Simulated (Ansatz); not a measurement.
**BClH6NSi2 radical: up Jacob's ladder to CCSD(T)**

One table from this session's results is given with a row withheld; the runs are named, their logs left out.

Computed with Ansatz 0.2.0, Gaussian basis. Level: functionals in def2-TZVPP, the program's frozen cores in correlated methods.

The runs, in order: LDA (SPW92), PBE-D4, revPBE-D4, BLYP-D4, r2SCAN-D4, B97M-V, PBE0-D4, B3LYP-D4, r2SCANh-D4, r2SCAN0-D4, HSE06-D4, BHLYP-D4, CAM-B3LYP-D4, LC-ωPBE, ωB97X-V, ωB97M-V, B2PLYP, PBE-QIDH; CCSD(T)/def2-SVP; CCSD(T)/def2-TZVPP; MP2/def2-QZVPP; extrapolation to the limit; RPA on PBE.

## The geometry

All runs share one geometry, relaxed beforehand with PBE0-D4 in a triple-zeta def2 set.

SMILES `BN([SiH2])[SiH2]Cl`, 11 atoms, charge 0, spin multiplicity 2.

Atoms are counted from 1 here; the program's logs count them from 0.

Bond lengths: B1–N2 1.416 Å, B1–H6 1.198 Å, B1–H7 1.199 Å, N2–Si3 1.759 Å, N2–Si4 1.739 Å, Si3–H8 1.490 Å, Si3–H9 1.487 Å, Si4–Cl5 2.052 Å, Si4–H10 1.475 Å, Si4–H11 1.480 Å. Angles: N2–B1–H6 119.8°, N2–B1–H7 119.3°, H6–B1–H7 120.9°, B1–N2–Si3 119.2°, B1–N2–Si4 120.2°, Si3–N2–Si4 120.5°, N2–Si3–H8 107.7°, N2–Si3–H9 109.7°, H8–Si3–H9 111.4°, N2–Si4–Cl5 110.3°, N2–Si4–H10 109.5°, N2–Si4–H11 109.1°, Cl5–Si4–H10 108.3°, Cl5–Si4–H11 106.9°, H10–Si4–H11 112.6°.

Set-up of the first run:

in.yaml

```yaml
crystal:
  periodic: [false, false, false]
  atoms:
    - {symbol: B, position_ang: [0.604909, 1.191530, 0.969154]}
    - {symbol: N, position_ang: [0.213284, 0.025655, 0.267692]}
    - {symbol: Si, position_ang: [-0.204713, -1.422559, 1.174720]}
    - {symbol: Si, position_ang: [0.141157, 0.031544, -1.470225]}
    - {symbol: Cl, position_ang: [-1.796545, 0.268517, -2.101959]}
    - {symbol: H, position_ang: [0.878206, 2.187855, 0.363490]}
    - {symbol: H, position_ang: [0.661101, 1.164536, 2.166618]}
    - {symbol: H, position_ang: [-0.955252, -2.329647, 0.261500]}
    - {symbol: H, position_ang: [-1.020135, -1.051758, 2.361610]}
    - {symbol: H, position_ang: [0.940600, 1.156103, -1.992590]}
    - {symbol: H, position_ang: [0.602888, -1.278777, -1.979413]}
basis:
  gaussian: {orbitals: def2-TZVPP}
magnetization: {spin_polarized: true, initial_magnetization: 1}
hamiltonian: {xc: lda}
output: {orbitals: {seedname: orbitals}}
```

The run is started by

```sh
$ ansatz run in.yaml --threads 2 --pin off --events-out ev --progress --plain --max-ram 32768MiB --backend cuda --devices 0, --max-vram 18GiB
```

Steps of the session up to this table: LDA; PBE-D4 (GGA); revPBE-D4 (GGA); BLYP-D4 (GGA); r2SCAN-D4 (meta-GGA); B97M-V (meta-GGA); B3LYP-D4 (hybrid); r2SCANh-D4 (hybrid); r2SCAN0-D4 (hybrid); HSE06-D4 (hybrid); BHLYP-D4 (hybrid); CAM-B3LYP-D4 (range-separated); LC-ωPBE (range-separated); ωB97X-V (range-separated); ωB97M-V (range-separated); B2PLYP (double hybrid); PBE-QIDH (double hybrid).

One table of the session follows, with a row left open; its other results are not shown here.

It belongs to the step «Orbital energies across the functionals». 

| functional | HOMO (eV) | LUMO (eV) | gap (eV) |
| --- | --- | --- | --- |
| LDA (SPW92) | -5.15 | -3.97 | 1.19 |
| PBE-D4 | -5.18 | -3.51 | 1.67 |
| revPBE-D4 | -5.16 | -3.35 | 1.81 |
| BLYP-D4 | -4.94 | -3.52 | 1.42 |
| r2SCAN-D4 | -5.49 | -3.03 | 2.46 |
| B97M-V | -5.25 | -3.74 | 1.50 |
| PBE0-D4 | -6.25 | -2.55 | 3.70 |
| B3LYP-D4 | -5.96 | -2.94 | 3.02 |
| r2SCANh-D4 | -5.89 | -2.72 | 3.17 |
| r2SCAN0-D4 | ? | ? | ? |
| HSE06-D4 | -5.85 | -2.93 | 2.92 |
| BHLYP-D4 | -7.14 | -1.72 | 5.42 |
| CAM-B3LYP-D4 | -7.43 | -1.66 | 5.77 |
| LC-ωPBE | -8.88 | -0.23 | 8.65 |
| ωB97X-V | -8.36 | -0.79 | 7.57 |
| ωB97M-V | -8.01 | -0.96 | 7.06 |

Estimate the missing values for r2SCAN0-D4.

Worked estimate for «HOMO (eV)». Against the share of exact exchange, r2SCAN-D4 (0, -5.49), r2SCANh-D4 (0.1, -5.89) give a slope of -4.00 per unit share; at 0.25 the line stands at -6.49.

**Answer.** HOMO (eV): -6.48; LUMO (eV): -2.27; gap (eV): 4.22. In «HOMO (eV)» the line misses by -0.01.
